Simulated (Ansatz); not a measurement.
# LiAl5: the cost of one run

Computed with Ansatz 0.2.0 (DFT PBE, scalar-relativistic, plane waves, PAW, unless a step's input says otherwise).

3 further runs of the same task are left out: 3 that didn't finish.

**1. Starting point**

The structure is tetragonal, space group P4/mmm (No. 123). The conventional cell has a = 2.868 Å, b = 2.868 Å, c = 12.140 Å, α = 90.00°, β = 90.00°, γ = 90.00°. Around Li (site symmetry 4/mmm) lie 4 Li at 2.87 Å and 8 Al at 2.91 Å. Al (site symmetry 4mm) is surrounded by 8 Al at 2.84 to 2.87 Å and 4 Li at 2.91 Å. Al (site symmetry 4mm) has 12 Al at 2.84 to 2.87 Å as nearest neighbours. Around Al (site symmetry 4/mmm) lie 12 Al at 2.85 to 2.87 Å.

Structure file:

```
Li Al
1.0
     2.86755    0.00000    0.00000
     0.00000    2.86755    0.00000
     0.00000    0.00000   12.14038
Li Al
1 5
Cartesian
  0.0000 0.0000 0.0000
  1.4338 1.4338 10.0568
  0.0000 0.0000 8.0687
  1.4338 1.4338 6.0702
  0.0000 0.0000 4.0717
  1.4338 1.4338 2.0836
```

It is the end of an earlier relaxation with the same method, from a generated guess; it needn't be the stable form of this composition. At a tolerance of 0.05 Å it has space group P4/mmm (No. 123); it has 16.64 Å³/atom, an uncorrected energy of -0.04 eV/atom over the elements and, on its mesh, gap none (metal).

**2. Volume × 0.97**

input.yaml

```yaml
crystal:
  lattice:
    - [2.8385822473, 0.0, 0.0]
    - [0.0, 2.8385822473, 0.0]
    - [0.0, 0.0, 12.0177374396]
  atoms:
    - { symbol: Li, position: [0.0, 0.0, 0.0] }
    - { symbol: Al, position: [0.5, 0.5, 0.8283751105] }
    - { symbol: Al, position: [0.0, 0.0, 0.664618219] }
    - { symbol: Al, position: [0.5, 0.5, 0.5] }
    - { symbol: Al, position: [0.0, 0.0, 0.335381781] }
    - { symbol: Al, position: [0.5, 0.5, 0.1716248895] }
basis:
  ecutwfc: 420
kpoints:
  mp_grid: { grid: [12, 12, 4] }
hamiltonian:
  xc: pbe
scf:
  occupations: { method: gaussian, width: 0.1 }
output:
  forces: true
  stress: true
  eigenvalues: true
relax:
  adjacent_minimum: "off"
  f_tol: 0.01
  max_steps: 30
  cell: { stress_tol: 0.1, fix: [volume] }
```

The run is started by

```bash
> ansatz run input.yaml --threads 1 --pin off --max-ram 2048MiB --backend cpu --events-out ev --progress --plain --runs-dir out
```

What time and memory should one allow on 1 thread of Arm Neoverse V1, shared host?

About 30 s, with a peak of 0.41 GiB.
